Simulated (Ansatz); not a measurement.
# Cu+: energies up the ladder

Wanted for Cu+: energies up the ladder. Charge +1.

Computed with Ansatz 0.2.0 (the levels named in each step, unless a step's input says otherwise).

## Step 1: The starting structure

As a file:

```xyz
1

Cu    0.0000    0.0000    0.0000
```

## Step 2: Single point, PBE0/def2-TZVPP

input.yaml

```yaml
crystal:
  periodic: [false, false, false]
  atoms:
    - { symbol: Cu, position_ang: [0.0, 0.0, 0.0] }
total_charge: 1
basis:
  gaussian: { orbitals: def2-TZVPP }
hamiltonian:
  xc: pbe0
```

Launch:

```
$ ansatz run input.yaml --threads 2 --pin off --max-ram 5120MiB --backend cpu --events-out ev --progress --plain --runs-dir out
```

The runs that follow: Single point, PBE/def2-TZVPP; Single point, r2SCAN/def2-TZVPP; Single point, B3LYP/def2-TZVPP; Single point, wB97M-V/def2-TZVPP; Single point, B2PLYP/def2-TZVPP; Single point, LDA/def2-TZVPP; Single point, PBE0/def2-SVP; Single point, PBE/def2-SVP.

What does the calculation give? Wanted: energy at PBE/def2-SVP.

**Answer**, as computed:

| quantity | value |
| --- | --- |
| energy at PBE/def2-SVP | -44618.474 eV |

These totals serve in differences with atoms or fragments at the same level; alone they don't rank the methods.
